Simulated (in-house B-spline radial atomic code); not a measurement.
# Si⁺: a test of the damping (share of the old matrix)

Aim: see how the result and the number of iterations for Si⁺ depend on the damping (share of the old matrix).

The numbers are computed with in-house B-spline radial atomic code version 1 (Dirac-Hartree-Fock, average of configuration, Fermi nucleus, basis-set limit), except any that are marked as measured or tabulated.

## 1. Starting point

```
element       : silicon (Z = 14)
charge        : +1
electrons     : 13
configuration : [Ne] 3s2 3p1
Hamiltonian   : Dirac-Coulomb
nucleus       : Fermi, rms radius 3.122 fm
```

Outer shells as boxes (Hund's rule):

[Ne] 3s2 3p1
```
[Ne] core
3s [↑↓]
3p [↑ ][  ][  ]
```

The boxes draw the filling by Hund's rule, which heavy ions in jj coupling don't follow; these runs average over all states of the configuration.

A run counts as converged when the orbital gradient is under the tolerance times 14 hartree (or under the basis's noise floor) and the energy moved by less than 1e-8 hartree times the root of its size. Energy differences under 9e-07 hartree are noise.

## 2. Reference run with standard settings

The run's settings:

```ini
Z = 14
electrons = 13.0
configuration = [Ne] 3s2 3p1
hamiltonian = dirac
method = hf
spin_polarised = False
nucleus = fermi
rms_radius = 3.1224
mass_number = 28
atomic_mass = 27.97692653442
speed_of_light = 137.035999084
knot_spacing = 0.22
spline_order = 8
gauss_points = 12
box_radius = 35.29
max_iterations = 70
damping = 0.5
damped_steps = 3
diis_vectors = 10
tolerance = 1e-08
start = Thomas-Fermi
```

Launch:

```console
python run_scf.py task.json out
```

One command runs all members of the session, one after another, from task.json.

## 3. Damping (share of the old matrix) 0

Settings: those of step 2 with these lines changed.

```diff
@@ -16,3 +16,3 @@
 max_iterations = 70
-damping = 0.5
+damping = 0
 damped_steps = 3
```

## 4. Damping (share of the old matrix) 0.2

Settings: those of step 3 with these lines changed.

```diff
@@ -16,3 +16,3 @@
 max_iterations = 70
-damping = 0
+damping = 0.2
 damped_steps = 3
```

## 5. Damping (share of the old matrix) 0.8

Settings: those of step 4 with these lines changed.

```diff
@@ -16,3 +16,3 @@
 max_iterations = 70
-damping = 0.2
+damping = 0.8
 damped_steps = 3
```

## 6. Damping (share of the old matrix) 0.95

Settings: those of step 5 with these lines changed.

```diff
@@ -16,3 +16,3 @@
 max_iterations = 70
-damping = 0.8
+damping = 0.95
 damped_steps = 3
```

Which of these runs converge to the reference energy, which miss it and by about how much, and which fail?

The runs gave:

| run | outcome | iterations | energy less the reference (hartree) |
| --- | --- | --- | --- |
| reference | converged | 9 | 0 |
| damping (share of the old matrix) 0 | converged | 8 | below noise |
| damping (share of the old matrix) 0.2 | converged | 8 | below noise |
| damping (share of the old matrix) 0.8 | converged | 9 | below noise |
| damping (share of the old matrix) 0.95 | converged | 9 | below noise |

Of 4 changed inputs, 4 gave the reference energy within 1e-05 hartree. Among the runs that reach the reference energy the iterations number 8 to 9, against 9: this setting changes the number of steps, not the answer. No value tried here spoils the result.
